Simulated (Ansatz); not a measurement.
**BGeH (singlet): the correlation ladder at distance B2–H3 = 2.151 Å, cc-pVTZ**

An exercise on one series of results from a longer session: the logs are not shown, and one member is left open.

Method: cc-pVTZ, core rule «outside noble gas», up to 15 orbitals frozen; program: Ansatz 0.2.0, Gaussian basis.

Plan: UHF; CCSD(T) on RHF; CCSD(T) on UHF; BCCD(T) on RHF; CISD; CCSDT(Q) on RHF; CASSCF and NEVPT2, 8 electrons in 9 orbitals.

28 further runs of the same task are left out: 2 for a mislabelled method, 1 for a known fault of the program, 22 that didn't finish, 3 set aside as unsound or not needed.

### What is computed

The geometry derives from a PBE0/def2-TZVP stationary point (not a proven minimum). One bond is set to the value named and the two fragments are kept rigid. No spin-orbit coupling is included. The filled d shell of Ge may be among the frozen orbitals whatever the setting's name suggests; the logs give the count.

3 atoms, charge 0, spin multiplicity 1.

Atoms are counted from 1 here; the program's logs count them from 0.

Bond lengths: Ge1–B2 1.963 Å.

Coordinates:

```xyz
3
charge 0, multiplicity 1
Ge    0.0000    0.0000   -2.0255
B     0.0000    0.0000   -0.0627
H     0.0000    0.0000    2.0883
```

Set-up of the first run:

Contents of in.yaml:

```yaml
crystal:
  periodic: [false, false, false]
  atoms:
    - {symbol: Ge, position_ang: [0.000000, 0.000000, -2.025540]}
    - {symbol: B, position_ang: [0.000000, 0.000000, -0.062730]}
    - {symbol: H, position_ang: [0.000000, 0.000000, 2.088270]}
basis:
  gaussian: {orbitals: cc-pVTZ}
magnetization: {spin_polarized: true, initial_magnetization: 0}
hamiltonian: {xc: hf}
output: {orbitals: {seedname: orbitals}}
```

Run with:

```
$ ansatz run in.yaml --threads 1 --pin off --events-out ev --progress --plain --max-ram 2393MiB
```

Among the steps run: UHF; CCSD(T) on RHF; CCSD(T) on UHF; BCCD(T) on RHF; CISD; CCSDT(Q) on RHF; CASSCF and NEVPT2, 8 electrons in 9 orbitals.

One of the session's tables, all rows but one given; the rest of the session is left out.

It belongs to the step «Misses and costs». 

```
        method  from RCCSDT(Q) (meV)
           RHF               +6584.1
           UHF               +5120.6
          RMP2               +1656.2
          UMP2               +1511.1
          CISD               +1194.5
         RCCSD                +571.0
         UCCSD                +178.5
      RCCSD(T)                +187.5
      UCCSD(T)                -188.6
       BCCD(T)                +186.1
        RCCSDT                     ?
     RCCSDT(Q)                     0
CASSCF valence               +3085.2
NEVPT2 valence                +873.8
```

Estimate the missing values for RCCSDT.

As computed: from RCCSDT(Q) (meV): +88.4. In the column «from RCCSDT(Q) (meV)» it lies between RCCSDT(Q) (0) and UCCSD (+178.5).

The program flags UCCSD(T), RCCSDT(Q) as in doubt (see the logs), so the zero of the table is itself unsure.

Limits of these values: The determinant is far from a pure spin state, so its energy mixes those of several spin states (harmless only where they are near-degenerate, as at dissociation). The report flags that the cluster equations may have other roots. The program flags UCCSD(T), RCCSDT(Q) as in doubt, so the zero of the table is itself unsure. Warnings: restricted reference is unstable; spin contamination; large T1 diagnostic. Restricted and unrestricted rows rest on different reference determinants; where their highest levels disagree by more than a few hundredths of an eV, they describe different states and don't form one ladder.
